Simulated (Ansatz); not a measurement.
# SnO: a tetragonal deformation path

This session takes SnO and sets out to look for other minima along a tetragonal path.

Method: DFT LDA, scalar-relativistic, plane waves, PAW, in Ansatz 0.2.0.

## Step 1: The structure to begin with

It takes space group P4/nmm (No. 129, tetragonal). The conventional cell has a = 3.802 Å, b = 3.802 Å, c = 4.836 Å, α = 90.00°, β = 90.00°, γ = 90.00°. Sn (site symmetry 4mm) has 4 O at 2.22 Å as nearest neighbours. O (site symmetry -4m2) has 4 Sn at 2.22 Å as nearest neighbours.

As a file:

```xyz
4
Lattice="3.8020 0.0000 0.0000 0.0000 3.8020 0.0000 0.0000 0.0000 4.8360" Properties=species:S:1:pos:R:3 pbc="T T T"
Sn    0.0000    1.9010    1.1534
Sn    1.9010    0.0000    3.6826
O     0.0000    0.0000    0.0000
O     1.9010    1.9010    0.0000
```

The cell is taken as given, not relaxed at this level.

## Step 2: The scan: a tetragonal deformation path

At fixed volume and fractional coordinates, lengths along (0.000, 0.000, 1.000) are scaled against those across it; ρ is that ratio over its starting value.

## Step 3: Point ρ = 0.850

input.yaml

```yaml
crystal:
  lattice:
    - [4.0136466639, 0.0, 0.0]
    - [0.0, 4.0136466639, 0.0]
    - [0.0, 0.0, 4.3394255593]
  atoms:
    - { symbol: Sn, position: [0.0, 0.5, 0.2385] }
    - { symbol: Sn, position: [0.5, 0.0, 0.7615] }
    - { symbol: O, position: [0.0, 0.0, 0.0] }
    - { symbol: O, position: [0.5, 0.5, 0.0] }
basis:
  ecutwfc: 420
kpoints:
  mp_grid: { grid: [10, 10, 8] }
hamiltonian:
  xc: lda
scf:
  occupations: { method: gaussian, width: 0.03 }
output:
  forces: true
  stress: true
  eigenvalues: true
```

Run with:

```console
$ ansatz run input.yaml --threads 1 --pin off --max-ram 1228MiB --backend cpu --events-out ev --progress --plain --runs-dir out
```

## Step 4: At ρ = 1.200

Edit input.yaml of step 3 so:

```diff
@@ -2,5 +2,5 @@
   lattice:
-    - [4.0136466639, 0.0, 0.0]
-    - [0.0, 4.0136466639, 0.0]
-    - [0.0, 0.0, 4.3394255593]
+    - [3.5778189818, 0.0, 0.0]
+    - [0.0, 3.5778189818, 0.0]
+    - [0.0, 0.0, 5.4610202828]
   atoms:
```

## Step 5: ρ = 0.920

Edit input.yaml of step 4 so:

```diff
@@ -2,5 +2,5 @@
   lattice:
-    - [3.5778189818, 0.0, 0.0]
-    - [0.0, 3.5778189818, 0.0]
-    - [0.0, 0.0, 5.4610202828]
+    - [3.9091545137, 0.0, 0.0]
+    - [0.0, 3.9091545137, 0.0]
+    - [0.0, 0.0, 4.5745127643]
   atoms:
```

## Step 6: At ρ = 1.100

Edit input.yaml of step 5 so:

```diff
@@ -2,5 +2,5 @@
   lattice:
-    - [3.9091545137, 0.0, 0.0]
-    - [0.0, 3.9091545137, 0.0]
-    - [0.0, 0.0, 4.5745127643]
+    - [3.683108822, 0.0, 0.0]
+    - [0.0, 3.683108822, 0.0]
+    - [0.0, 0.0, 5.153252417]
   atoms:
```

(Steps that only read results are left out.)

**Question.** What will these runs give? Wanted: highest point.

The runs gave:

| quantity | value |
| --- | --- |
| highest point | 106.8 meV/atom at ρ = 1.200 |

In words: No sampled point lies below the undisturbed cell. No sampled point inside the path is a dip, apart from those named. The gap on the mesh, 0.09 eV at the start, reads zero at ρ = 1.100. Layers here are held mostly by dispersion, which this level lacks, so their spacing and the stiffness across them are unreliable there.
